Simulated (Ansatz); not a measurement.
# C₂H₆AlCl: up Jacob's ladder to CCSD(T)

The task here is to estimate one member of a computed series from the others.

Program: Ansatz 0.2.0, Gaussian basis. Level of theory: functionals in def2-TZVPP, the program's frozen cores in correlated methods. These are calculated values, not measurements.

Levels to be run: LDA (SPW92), PBE-D4, revPBE-D4, BLYP-D4, r2SCAN-D4, B97M-V, PBE0-D4, B3LYP-D4, r2SCANh-D4, r2SCAN0-D4, HSE06-D4, BHLYP-D4, CAM-B3LYP-D4, LC-ωPBE, ωB97X-V, ωB97M-V, B2PLYP, PBE-QIDH; CCSD(T)/def2-SVP; CCSD(T)/def2-TZVPP; MP2/def2-QZVPP; extrapolation to the limit; RPA on PBE.

### Structure used throughout

All runs share one geometry, relaxed beforehand with PBE0-D4 in a triple-zeta def2 set.

10 atoms, charge 0, spin multiplicity 1.

Atoms are counted from 1 here; the program's logs count them from 0.

Bond lengths: Al1–Cl4 2.131 Å, Al1–H5 1.584 Å, Al1–H6 1.584 Å, C2–C3 1.339 Å, C2–H7 1.084 Å, C2–H8 1.086 Å, C3–H9 1.084 Å, C3–H10 1.086 Å. Angles: Cl4–Al1–H5 116.5°, Cl4–Al1–H6 116.5°, H5–Al1–H6 121.7°, C3–C2–H7 121.6°, C3–C2–H8 121.3°, H7–C2–H8 117.0°, C2–C3–H9 121.6°, C2–C3–H10 121.3°, H9–C3–H10 117.0°.

Set-up of the first run:

Input file in.yaml:

```yaml
crystal:
  periodic: [false, false, false]
  atoms:
    - {symbol: Al, position_ang: [-0.535602, 1.032543, -0.727837]}
    - {symbol: C, position_ang: [-0.202346, -0.917789, 0.791970]}
    - {symbol: C, position_ang: [0.953754, -0.775136, 0.131937]}
    - {symbol: Cl, position_ang: [0.054517, 2.563401, 0.632063]}
    - {symbol: H, position_ang: [0.331626, 0.885701, -2.044795]}
    - {symbol: H, position_ang: [-2.056113, 0.592469, -0.678348]}
    - {symbol: H, position_ang: [-0.942573, -1.649505, 0.490052]}
    - {symbol: H, position_ang: [-0.423274, -0.330087, 1.677535]}
    - {symbol: H, position_ang: [1.194976, -1.385747, -0.730302]}
    - {symbol: H, position_ang: [1.708034, -0.067050, 0.460725]}
basis:
  gaussian: {orbitals: def2-TZVPP}
hamiltonian: {xc: lda}
output: {orbitals: {seedname: orbitals}}
```

Run with:

```console
$ ansatz run in.yaml --threads 2 --pin off --events-out ev --progress --plain --max-ram 4352MiB
```

Among the steps run: LDA; PBE-D4 (GGA); revPBE-D4 (GGA); BLYP-D4 (GGA); r2SCAN-D4 (meta-GGA); B97M-V (meta-GGA); B3LYP-D4 (hybrid); r2SCANh-D4 (hybrid); r2SCAN0-D4 (hybrid); HSE06-D4 (hybrid); BHLYP-D4 (hybrid); CAM-B3LYP-D4 (range-separated); LC-ωPBE (range-separated); ωB97X-V (range-separated); ωB97M-V (range-separated); B2PLYP (double hybrid); PBE-QIDH (double hybrid).

One of the session's tables, all rows but one given; the rest of the session is left out.

It belongs to the step «Frontier levels by functional». 

```
  functional  HOMO (eV)  LUMO (eV)  gap (eV)
 LDA (SPW92)      -6.83      -2.77      4.06
      PBE-D4          ?          ?         ?
   revPBE-D4      -6.70      -2.49      4.21
     BLYP-D4      -6.62      -2.41      4.21
   r2SCAN-D4      -7.06      -2.39      4.67
      B97M-V      -7.15      -2.35      4.80
     PBE0-D4      -8.01      -1.57      6.44
    B3LYP-D4      -7.80      -1.78      6.02
  r2SCANh-D4      -7.52      -2.02      5.50
  r2SCAN0-D4      -8.22      -1.47      6.75
    HSE06-D4      -7.61      -1.95      5.65
    BHLYP-D4      -9.20      -0.42      8.78
CAM-B3LYP-D4      -9.38      -0.39      8.98
     LC-ωPBE     -10.76       0.74     11.49
     ωB97X-V     -10.40       0.68     11.09
     ωB97M-V     -10.20       0.55     10.75
```

**Question.** Estimate the row for PBE-D4.

As computed: HOMO (eV): -6.75; LUMO (eV): -2.57; gap (eV): 4.18. In the column «HOMO (eV)» it lies between LDA (SPW92) (-6.83) and revPBE-D4 (-6.70).
